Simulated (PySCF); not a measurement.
# Cr: excitation energy in aug-cc-pwCVTZ-DK

Each state of chromium is computed at each level; their differences give the excitation energy. How far do the methods differ?

Program: PySCF 2.14.0. Level of theory: unrestricted determinants in a Gaussian basis, no spin-orbit coupling in the energies. These are calculated values, not measurements, unless marked.

**1. What is computed**

- Element: chromium (Z = 24)
- Basis: aug-cc-pwCVTZ-DK (10s9p7d4f3g, 127 functions)
- Hamiltonian: scalar relativity by spin-free X2C-1e
- State 1: Cr: [Ar] 3d4 4s2, high-spin 5D determinant (an excited configuration)
- Needed too, but not shown: Cr [Ar] 3d5 4s1 (7S)
- Methods: UHF, LDA, PBE, PBE0, r2SCAN, M06-2X, TPSS, LC-wPBE, MP2
- Core shells frozen in the correlated runs: valence: [Ar]; valence and next inner shell: [Ne]; all electrons: nothing (for Cr)

Outer shells as boxes (Hund's rule):

Cr [Ar] 3d4 4s2
```
[Ar] core
3d [↑ ][↑ ][↑ ][↑ ][  ]
4s [↑↓]
```

One driver process ran all states and methods and kept the integrals in memory. Each run is shown as a PySCF script that sums up its settings (the driver passes frozen orbitals as a list and adds second-order terms of double hybrids); the logs are those of the runs themselves. The driver starts from symmetry-adapted Hartree-Fock orbitals, holds the occupation by maximum overlap and uses a logarithmic radial grid for functionals, so a plain start would take other cycles.

It was started by

```console
> OMP_NUM_THREADS=1 python atomrun2.py TASK.json OUT
```

The integrals over 127 functions and the set-up took 4 s of CPU time.

**2. Cr [Ar] 3d4 4s2**

Level: UHF.

File input.py:

```python
from pyscf import gto, scf, dft, mp, cc
import basis_set_exchange as bse
mol = gto.M(atom="Cr 0 0 0", charge=0, spin=4, symmetry="D2h",
            basis=gto.basis.parse(bse.get_basis("aug-cc-pwCVTZ-DK", elements=["Cr"], fmt="nwchem", header=False)),
            nucmod="G")
mf = scf.UHF(mol).sfx2c1e()
mf.irrep_nelec = {'Ag': (5, 4), 'B1g': (1, 0), 'B2g': (1, 0), 'B3g': (1, 0), 'B1u': (2, 2), 'B2u': (2, 2), 'B3u': (2, 2)}
mf.kernel()
```

Standard output:

```text
damping factor = 0
level_shift factor = 0
DIIS = <class 'pyscf.scf.diis.CDIIS'>
diis_start_cycle = 1
diis_space = 10
diis_damp = 0
SCF conv_tol = 1e-09
SCF conv_tol_grad = None
number electrons alpha = 14  beta = 10
cycle= 1 E= -1049.62338060523  delta_E= -0.00528  |g|= 0.0278  |ddm|= 0.0401
cycle= 2 E= -1049.62354689382  delta_E= -0.000166  |g|= 0.00563  |ddm|= 0.011
cycle= 3 E= -1049.62356164061  delta_E= -1.47e-05  |g|= 0.000987  |ddm|= 0.00788
cycle= 4 E= -1049.62356362655  delta_E= -1.99e-06  |g|= 0.000591  |ddm|= 0.00247
cycle= 5 E= -1049.62356468915  delta_E= -1.06e-06  |g|= 0.000304  |ddm|= 0.00201
cycle= 6 E= -1049.6235651506  delta_E= -4.61e-07  |g|= 4.58e-05  |ddm|= 0.002
cycle= 7 E= -1049.62356515526  delta_E= -4.65e-09  |g|= 6.49e-06  |ddm|= 0.000269
cycle= 8 E= -1049.62356515533  delta_E= -7.32e-11  |g|= 1.66e-06  |ddm|= 4.68e-05
converged SCF energy = -1049.62356515533  <S^2> = 6.0166074  2S+1 = 5.0066386
```

Time after the integrals: 6.5 s (1 thread of Neoverse-V1, shared host).

Orbital energies by shell (radii are means over both spins):

| shell | electrons | mean orbital energy (eV) | spread (eV) | rms radius (bohr) |
| --- | --- | --- | --- | --- |
| 1s β | 1 | -6047.2 | 0 | 0.0734 |
| 1s α | 1 | -6047.1 | 0 | 0.0734 |
| 2s α | 1 | -730.03 | 0 | 0.316 |
| 2s β | 1 | -727.59 | 0 | 0.316 |
| 2p α | 3 | -611.22 | 0.022 | 0.287 |
| 2p β | 3 | -608.82 | 0.738 | 0.287 |
| 3s α | 1 | -100.77 | 0 | 0.963 |
| 3s β | 1 | -92.530 | 0 | 0.963 |
| 3p α | 3 | -66.434 | 1.296 | 1.04 |
| 3p β | 3 | -56.395 | 1.890 | 1.04 |
| 3d α | 4 | -15.311 | 1.709 | 1.39 |
| 4s α | 1 | -7.177 | 0 | 3.75 |
| 4s β | 1 | -6.077 | 0 | 3.75 |

⟨S²⟩ = 6.017, ⟨L²⟩ = 6.02.

Spin-orbit constants on these orbitals (cm⁻¹; bare nucleus, screened nucleus, mean field): 3d 471.9, 275.3, n/a. To first order in LS coupling the lowest level has J = 0 and lies 0.0512 eV below the centre of the term.

Level: LDA.

Changes to input.py:

```diff
@@ -5,3 +5,3 @@
             nucmod="G")
-mf = scf.UHF(mol).sfx2c1e()
+mf = dft.UKS(mol, xc="LDA,VWN").sfx2c1e()
 mf.irrep_nelec = {'Ag': (5, 4), 'B1g': (1, 0), 'B2g': (1, 0), 'B3g': (1, 0), 'B1u': (2, 2), 'B2u': (2, 2), 'B3u': (2, 2)}
```

Standard output:

```text
damping factor = 0
level_shift factor = 0
DIIS = <class 'pyscf.scf.diis.CDIIS'>
diis_start_cycle = 1
diis_space = 10
diis_damp = 0
SCF conv_tol = 1e-09
SCF conv_tol_grad = None
number electrons alpha = 14  beta = 10
XC functionals = LDA,VWN
    P. A. M. Dirac.,  Math. Proc. Cambridge Philos. Soc. 26, 376 (1930)
    F. Bloch.,  Z. Phys. 57, 545 (1929)
    S. H. Vosko, L. Wilk, and M. Nusair.,  Can. J. Phys. 58, 1200 (1980)
cycle= 1 E= -1048.41596957514  delta_E= -0.0327  |g|= 0.0872  |ddm|= 1.66
cycle= 2 E= -1048.41192959962  delta_E= 0.00404  |g|= 0.153  |ddm|= 0.48
cycle= 3 E= -1048.41762463772  delta_E= -0.0057  |g|= 0.00875  |ddm|= 0.326
cycle= 4 E= -1048.41764561895  delta_E= -2.1e-05  |g|= 0.000554  |ddm|= 0.0181
cycle= 5 E= -1048.41764571449  delta_E= -9.55e-08  |g|= 6.89e-05  |ddm|= 0.00191
cycle= 6 E= -1048.41764571956  delta_E= -5.08e-09  |g|= 3.25e-05  |ddm|= 0.000602
cycle= 7 E= -1048.41764572016  delta_E= -5.99e-10  |g|= 2.64e-06  |ddm|= 0.00015
converged SCF energy = -1048.41764572016  <S^2> = 6.0081231  2S+1 = 5.0032482
```

It took 2.9 s on 1 thread of Neoverse-V1, shared host, the integrals not counted.

Level: PBE.

Changes to input.py:

```diff
@@ -5,3 +5,3 @@
             nucmod="G")
-mf = dft.UKS(mol, xc="LDA,VWN").sfx2c1e()
+mf = dft.UKS(mol, xc="PBE").sfx2c1e()
 mf.irrep_nelec = {'Ag': (5, 4), 'B1g': (1, 0), 'B2g': (1, 0), 'B3g': (1, 0), 'B1u': (2, 2), 'B2u': (2, 2), 'B3u': (2, 2)}
```

Standard output:

```text
damping factor = 0
level_shift factor = 0
DIIS = <class 'pyscf.scf.diis.CDIIS'>
diis_start_cycle = 1
diis_space = 10
diis_damp = 0
SCF conv_tol = 1e-09
SCF conv_tol_grad = None
number electrons alpha = 14  beta = 10
XC functionals = PBE
    J. P. Perdew, K. Burke, and M. Ernzerhof.,  Phys. Rev. Lett. 77, 3865 (1996)
    J. P. Perdew, K. Burke, and M. Ernzerhof.,  Phys. Rev. Lett. 78, 1396 (1997)
    J. P. Perdew, K. Burke, and M. Ernzerhof.,  Phys. Rev. Lett. 77, 3865 (1996)
    J. P. Perdew, K. Burke, and M. Ernzerhof.,  Phys. Rev. Lett. 78, 1396 (1997)
cycle= 1 E= -1050.49676165234  delta_E= -0.0228  |g|= 0.0661  |ddm|= 1.28
cycle= 2 E= -1050.49509328084  delta_E= 0.00167  |g|= 0.111  |ddm|= 0.402
cycle= 3 E= -1050.49799148724  delta_E= -0.0029  |g|= 0.00352  |ddm|= 0.219
cycle= 4 E= -1050.49800359836  delta_E= -1.21e-05  |g|= 0.00118  |ddm|= 0.0186
cycle= 5 E= -1050.49800834195  delta_E= -4.74e-06  |g|= 0.000798  |ddm|= 0.0171
cycle= 6 E= -1050.49800908744  delta_E= -7.45e-07  |g|= 0.000116  |ddm|= 0.00978
cycle= 7 E= -1050.49800909203  delta_E= -4.58e-09  |g|= 1.36e-05  |ddm|= 0.000201
cycle= 8 E= -1050.49800909222  delta_E= -1.88e-10  |g|= 1.92e-06  |ddm|= 0.000117
converged SCF energy = -1050.49800909222  <S^2> = 6.0090825  2S+1 = 5.0036317
```

Time after the integrals: 4.4 s (1 thread of Neoverse-V1, shared host).

Level: PBE0.

Changes to input.py:

```diff
@@ -5,3 +5,3 @@
             nucmod="G")
-mf = dft.UKS(mol, xc="PBE").sfx2c1e()
+mf = dft.UKS(mol, xc="PBE0").sfx2c1e()
 mf.irrep_nelec = {'Ag': (5, 4), 'B1g': (1, 0), 'B2g': (1, 0), 'B3g': (1, 0), 'B1u': (2, 2), 'B2u': (2, 2), 'B3u': (2, 2)}
```

Standard output:

```text
damping factor = 0
level_shift factor = 0
DIIS = <class 'pyscf.scf.diis.CDIIS'>
diis_start_cycle = 1
diis_space = 10
diis_damp = 0
SCF conv_tol = 1e-09
SCF conv_tol_grad = None
number electrons alpha = 14  beta = 10
XC functionals = PBE0
    C. Adamo and V. Barone.,  J. Chem. Phys. 110, 6158 (1999)
    M. Ernzerhof and G. E. Scuseria.,  J. Chem. Phys. 110, 5029 (1999)
cycle= 1 E= -1050.52035283463  delta_E= -0.0141  |g|= 0.0282  |ddm|= 0.987
cycle= 2 E= -1050.5205608733  delta_E= -0.000208  |g|= 0.0192  |ddm|= 0.207
cycle= 3 E= -1050.52064363018  delta_E= -8.28e-05  |g|= 0.00703  |ddm|= 0.0428
cycle= 4 E= -1050.52066111493  delta_E= -1.75e-05  |g|= 0.00103  |ddm|= 0.0281
cycle= 5 E= -1050.52066658339  delta_E= -5.47e-06  |g|= 0.000518  |ddm|= 0.0114
cycle= 6 E= -1050.52066856354  delta_E= -1.98e-06  |g|= 0.000106  |ddm|= 0.00853
cycle= 7 E= -1050.52066863616  delta_E= -7.26e-08  |g|= 1.44e-05  |ddm|= 0.00203
cycle= 8 E= -1050.52066863628  delta_E= -1.18e-10  |g|= 2.42e-06  |ddm|= 0.000182
converged SCF energy = -1050.52066863628  <S^2> = 6.0086518  2S+1 = 5.0034595
```

It took 7.1 s on 1 thread of Neoverse-V1, shared host, the integrals not counted.

Level: r2SCAN.

Changes to input.py:

```diff
@@ -5,3 +5,3 @@
             nucmod="G")
-mf = dft.UKS(mol, xc="PBE0").sfx2c1e()
+mf = dft.UKS(mol, xc="R2SCAN").sfx2c1e()
 mf.irrep_nelec = {'Ag': (5, 4), 'B1g': (1, 0), 'B2g': (1, 0), 'B3g': (1, 0), 'B1u': (2, 2), 'B2u': (2, 2), 'B3u': (2, 2)}
```

Standard output:

```text
damping factor = 0
level_shift factor = 0
DIIS = <class 'pyscf.scf.diis.CDIIS'>
diis_start_cycle = 1
diis_space = 10
diis_damp = 0
SCF conv_tol = 1e-09
SCF conv_tol_grad = None
number electrons alpha = 14  beta = 10
XC functionals = R2SCAN
    J. W. Furness, A. D. Kaplan, J. Ning, J. P. Perdew, and J. Sun.,  J. Phys. Chem. Lett. 11, 8208-8215 (2020)
    J. W. Furness, A. D. Kaplan, J. Ning, J. P. Perdew, and J. Sun.,  J. Phys. Chem. Lett. 11, 9248-9248 (2020)
    J. W. Furness, A. D. Kaplan, J. Ning, J. P. Perdew, and J. Sun.,  J. Phys. Chem. Lett. 11, 8208-8215 (2020)
    J. W. Furness, A. D. Kaplan, J. Ning, J. P. Perdew, and J. Sun.,  J. Phys. Chem. Lett. 11, 9248-9248 (2020)
cycle= 1 E= -1050.68943897745  delta_E= -0.0155  |g|= 0.0528  |ddm|= 2.16
cycle= 2 E= -1050.68917883714  delta_E= 0.00026  |g|= 0.0704  |ddm|= 0.349
cycle= 3 E= -1050.69028947722  delta_E= -0.00111  |g|= 0.00353  |ddm|= 0.151
cycle= 4 E= -1050.69030387776  delta_E= -1.44e-05  |g|= 0.00148  |ddm|= 0.0598
cycle= 5 E= -1050.69030993792  delta_E= -6.06e-06  |g|= 0.000704  |ddm|= 0.033
cycle= 6 E= -1050.69031154159  delta_E= -1.6e-06  |g|= 0.000138  |ddm|= 0.0163
cycle= 7 E= -1050.69031162606  delta_E= -8.45e-08  |g|= 3.25e-05  |ddm|= 0.00334
cycle= 8 E= -1050.69031163005  delta_E= -3.99e-09  |g|= 4.21e-06  |ddm|= 0.0018
cycle= 9 E= -1050.69031163025  delta_E= -2.01e-10  |g|= 6.03e-06  |ddm|= 0.00023
converged SCF energy = -1050.69031163025  <S^2> = 6.0242915  2S+1 = 5.0097072
```

Time after the integrals: 13 s (1 thread of Neoverse-V1, shared host).

Level: M06-2X.

Changes to input.py:

```diff
@@ -5,3 +5,3 @@
             nucmod="G")
-mf = dft.UKS(mol, xc="R2SCAN").sfx2c1e()
+mf = dft.UKS(mol, xc="M062X").sfx2c1e()
 mf.irrep_nelec = {'Ag': (5, 4), 'B1g': (1, 0), 'B2g': (1, 0), 'B3g': (1, 0), 'B1u': (2, 2), 'B2u': (2, 2), 'B3u': (2, 2)}
```

Standard output:

```text
damping factor = 0
level_shift factor = 0
DIIS = <class 'pyscf.scf.diis.CDIIS'>
diis_start_cycle = 1
diis_space = 10
diis_damp = 0
SCF conv_tol = 1e-09
SCF conv_tol_grad = None
number electrons alpha = 14  beta = 10
XC functionals = M062X
    Y. Zhao and D. G. Truhlar.,  Theor. Chem. Acc. 120, 215 (2008)
    Y. Zhao and D. G. Truhlar.,  Theor. Chem. Acc. 120, 215 (2008)
cycle= 1 E= -1050.74550280343  delta_E= -0.0144  |g|= 0.0338  |ddm|= 0.84
cycle= 2 E= -1050.74572450007  delta_E= -0.000222  |g|= 0.00709  |ddm|= 0.273
cycle= 3 E= -1050.74573935436  delta_E= -1.49e-05  |g|= 0.00375  |ddm|= 0.0352
cycle= 4 E= -1050.74574358662  delta_E= -4.23e-06  |g|= 0.00105  |ddm|= 0.0118
cycle= 5 E= -1050.74574462619  delta_E= -1.04e-06  |g|= 0.000257  |ddm|= 0.00662
cycle= 6 E= -1050.74574491168  delta_E= -2.85e-07  |g|= 9.39e-05  |ddm|= 0.00235
cycle= 7 E= -1050.74574495488  delta_E= -4.32e-08  |g|= 1.02e-05  |ddm|= 0.00108
cycle= 8 E= -1050.74574495509  delta_E= -2.07e-10  |g|= 1.5e-06  |ddm|= 0.000118
converged SCF energy = -1050.74574495509  <S^2> = 6.0018863  2S+1 = 5.0007544
```

Time after the integrals: 15 s (1 thread of Neoverse-V1, shared host).

Level: TPSS.

Changes to input.py:

```diff
@@ -5,3 +5,3 @@
             nucmod="G")
-mf = dft.UKS(mol, xc="M062X").sfx2c1e()
+mf = dft.UKS(mol, xc="TPSS").sfx2c1e()
 mf.irrep_nelec = {'Ag': (5, 4), 'B1g': (1, 0), 'B2g': (1, 0), 'B3g': (1, 0), 'B1u': (2, 2), 'B2u': (2, 2), 'B3u': (2, 2)}
```

Standard output:

```text
damping factor = 0
level_shift factor = 0
DIIS = <class 'pyscf.scf.diis.CDIIS'>
diis_start_cycle = 1
diis_space = 10
diis_damp = 0
SCF conv_tol = 1e-09
SCF conv_tol_grad = None
number electrons alpha = 14  beta = 10
XC functionals = TPSS
    J. Tao, J. P. Perdew, V. N. Staroverov, and G. E. Scuseria.,  Phys. Rev. Lett. 91, 146401 (2003)
    J. P. Perdew, J. Tao, V. N. Staroverov, and G. E. Scuseria.,  J. Chem. Phys. 120, 6898 (2004)
    J. Tao, J. P. Perdew, V. N. Staroverov, and G. E. Scuseria.,  Phys. Rev. Lett. 91, 146401 (2003)
    J. P. Perdew, J. Tao, V. N. Staroverov, and G. E. Scuseria.,  J. Chem. Phys. 120, 6898 (2004)
cycle= 1 E= -1050.74931689437  delta_E= -0.0188  |g|= 0.0703  |ddm|= 1.36
cycle= 2 E= -1050.74798006405  delta_E= 0.00134  |g|= 0.11  |ddm|= 0.501
cycle= 3 E= -1050.75073656858  delta_E= -0.00276  |g|= 0.00381  |ddm|= 0.206
cycle= 4 E= -1050.75076043428  delta_E= -2.39e-05  |g|= 0.00157  |ddm|= 0.031
cycle= 5 E= -1050.75077239997  delta_E= -1.2e-05  |g|= 0.00138  |ddm|= 0.0293
cycle= 6 E= -1050.75077507077  delta_E= -2.67e-06  |g|= 0.000106  |ddm|= 0.0203
cycle= 7 E= -1050.75077508218  delta_E= -1.14e-08  |g|= 1.27e-05  |ddm|= 0.0026
cycle= 8 E= -1050.75077508284  delta_E= -6.64e-10  |g|= 3.42e-06  |ddm|= 0.000317
converged SCF energy = -1050.75077508284  <S^2> = 6.0104456  2S+1 = 5.0041765
```

Time after the integrals: 12 s (1 thread of Neoverse-V1, shared host).

Level: LC-wPBE.

Changes to input.py:

```diff
@@ -5,3 +5,3 @@
             nucmod="G")
-mf = dft.UKS(mol, xc="TPSS").sfx2c1e()
+mf = dft.UKS(mol, xc="LC_WPBE").sfx2c1e()
 mf.irrep_nelec = {'Ag': (5, 4), 'B1g': (1, 0), 'B2g': (1, 0), 'B3g': (1, 0), 'B1u': (2, 2), 'B2u': (2, 2), 'B3u': (2, 2)}
```

Standard output:

```text
damping factor = 0
level_shift factor = 0
DIIS = <class 'pyscf.scf.diis.CDIIS'>
diis_start_cycle = 1
diis_space = 10
diis_damp = 0
SCF conv_tol = 1e-09
SCF conv_tol_grad = None
number electrons alpha = 14  beta = 10
XC functionals = LC_WPBE
    O. A. Vydrov and G. E. Scuseria.,  J. Chem. Phys. 125, 234109 (2006)
cycle= 1 E= -1050.54359354698  delta_E= -0.0177  |g|= 0.0305  |ddm|= 1.29
cycle= 2 E= -1050.5443812282  delta_E= -0.000788  |g|= 0.00945  |ddm|= 0.25
cycle= 3 E= -1050.54451893217  delta_E= -0.000138  |g|= 0.00658  |ddm|= 0.12
cycle= 4 E= -1050.54456198452  delta_E= -4.31e-05  |g|= 0.00222  |ddm|= 0.0769
cycle= 5 E= -1050.54458482666  delta_E= -2.28e-05  |g|= 0.00135  |ddm|= 0.0456
cycle= 6 E= -1050.54460678285  delta_E= -2.2e-05  |g|= 0.000952  |ddm|= 0.0234
cycle= 7 E= -1050.54462739239  delta_E= -2.06e-05  |g|= 0.000224  |ddm|= 0.0335
cycle= 8 E= -1050.54462800141  delta_E= -6.09e-07  |g|= 6.28e-05  |ddm|= 0.00953
cycle= 9 E= -1050.54462801719  delta_E= -1.58e-08  |g|= 2.19e-05  |ddm|= 0.00198
cycle= 10 E= -1050.5446280181  delta_E= -9.12e-10  |g|= 4.38e-06  |ddm|= 0.000522
converged SCF energy = -1050.5446280181  <S^2> = 6.0100454  2S+1 = 5.0040165
```

It took 13 s on 1 thread of Neoverse-V1, shared host, the integrals not counted.

Level: MP2 (valence).

Changes to input.py:

```diff
@@ -5,4 +5,5 @@
             nucmod="G")
-mf = dft.UKS(mol, xc="LC_WPBE").sfx2c1e()
+mf = scf.UHF(mol).sfx2c1e()
 mf.irrep_nelec = {'Ag': (5, 4), 'B1g': (1, 0), 'B2g': (1, 0), 'B3g': (1, 0), 'B1u': (2, 2), 'B2u': (2, 2), 'B3u': (2, 2)}
 mf.kernel()
+mp.UMP2(mf, frozen=9).kernel()
```

No log was kept for this step.

It took 1.7 s on 1 thread of Neoverse-V1, shared host, the integrals not counted.

With 6 electrons correlated, the MP2 correlation energy is -0.09475 hartree (-0.05778 same spin, -0.03696 opposite spin); the SCS form gives -0.06362. Largest pairs of shells: 3d-3d -0.0465, 3d-4s -0.0262, 4s-4s -0.0220.

**3. Cr [Ar] 3d4 4s2, continued**

Level: MP2 (valence and next inner shell).

Changes to input.py since step 2:

```diff
@@ -8,2 +8,2 @@
 mf.kernel()
-mp.UMP2(mf, frozen=9).kernel()
+mp.UMP2(mf, frozen=5).kernel()
```

This step left no log, only its results.

Time after the integrals: 2.6 s (1 thread of Neoverse-V1, shared host).

With 14 electrons correlated, the MP2 correlation energy is -0.48999 hartree (-0.15846 same spin, -0.33153 opposite spin); the SCS form gives -0.45066. Largest pairs of shells: 3p-3d -0.1710, 3p-3p -0.1190, 3s-3p -0.0469, 3d-3d -0.0465, 3s-3d -0.0305.

Level: MP2 (all electrons).

Changes to input.py:

```diff
@@ -8,2 +8,2 @@
 mf.kernel()
-mp.UMP2(mf, frozen=5).kernel()
+mp.UMP2(mf, frozen=0).kernel()
```

This step left no log, only its results.

It took 3.6 s on 1 thread of Neoverse-V1, shared host, the integrals not counted.

With 24 electrons correlated, the MP2 correlation energy is -0.70271 hartree (-0.22938 same spin, -0.47333 opposite spin); the SCS form gives -0.64445. Largest pairs of shells: 3p-3d -0.1710, 3p-3p -0.1190, 2p-2p -0.0969, 3s-3p -0.0469, 3d-3d -0.0465.

Radial density 4πr²ρ of Cr at UHF:

| r (bohr) | density | spin density |
| --- | --- | --- |
| 0.000867 | 0.125 | 0.000 |
| 0.00146 | 0.319 | 0.000 |
| 0.00245 | 0.804 | 0.000 |
| 0.00413 | 1.97 | 0.000 |
| 0.00694 | 4.60 | 0.000 |
| 0.0117 | 9.91 | 0.000 |
| 0.0196 | 18.5 | 0.000 |
| 0.0330 | 27.1 | -0.001 |
| 0.0556 | 27.5 | -0.004 |
| 0.0935 | 21.9 | -0.008 |
| 0.157 | 28.3 | 0.044 |
| 0.264 | 27.5 | 0.438 |
| 0.445 | 10.8 | 1.690 |
| 0.748 | 13.3 | 3.112 |
| 1.26 | 6.93 | 2.335 |
| 2.12 | 1.46 | 0.719 |
| 3.56 | 0.623 | 0.055 |
| 5.99 | 0.0991 | -0.024 |
| 10.1 | 0.00198 | -0.001 |

**4. The energy differences**

Excitation energy: Cr [Ar] 3d5 4s1 (7S) → Cr [Ar] 3d4 4s2 (5D).

| method | value (eV) | error (eV) |
| --- | --- | --- |
| UHF | 0.860 | -0.143 |
| LDA | 1.933 | +0.930 |
| PBE | 1.871 | +0.868 |
| PBE0 | 1.609 | +0.606 |
| r2SCAN | 1.969 | +0.966 |
| M06-2X | 0.181 | -0.822 |
| TPSS | 1.787 | +0.784 |
| LC-wPBE | 1.727 | +0.724 |
| MP2 (valence) | 1.028 | +0.024 |
| SCS-MP2 (valence) | 0.044 | -0.959 |
| MP2 (valence and next inner shell) | 1.500 | +0.497 |
| SCS-MP2 (valence and next inner shell) | 0.586 | -0.417 |
| MP2 (all electrons) | 1.512 | +0.509 |
| SCS-MP2 (all electrons) | 0.593 | -0.410 |

Reference: 1.003 eV (measured; NIST levels, between the centres of gravity of the two terms). Errors of the correlated levels include the incompleteness of this basis.

The differences also use runs on Cr [Ar] 3d5 4s1 (7S), which are not shown here.

**5. Summary of results**

| quantity | value |
| --- | --- |
| excitation energy, Cr → [Ar] 3d4 4s2 | UHF 0.860, MP2 (all electrons) 1.512 eV; reference 1.003 |

Each level's miss (mean over 1 difference):

| method | mean absolute miss against the measured value (with the measured fine structure taken into account where it is known) (eV) |
| --- | --- |
| UHF | 0.143 |
| LDA | 0.930 |
| PBE | 0.868 |
| PBE0 | 0.606 |
| r2SCAN | 0.966 |
| M06-2X | 0.822 |
| TPSS | 0.784 |
| LC-wPBE | 0.724 |
| MP2 (valence) | 0.024 |
| SCS-MP2 (valence) | 0.959 |
| MP2 (valence and next inner shell) | 0.497 |
| SCS-MP2 (valence and next inner shell) | 0.417 |
| MP2 (all electrons) | 0.509 |
| SCS-MP2 (all electrons) | 0.410 |

**Reading.** MP2 (valence) lands nearest to the measured value (off by 0.02 eV); r2SCAN misses by most (0.97 eV). In a finite basis a lower level can come nearest by cancelling errors. PBE is off by +0.87 eV. The basis is finite, and no extrapolation was made.
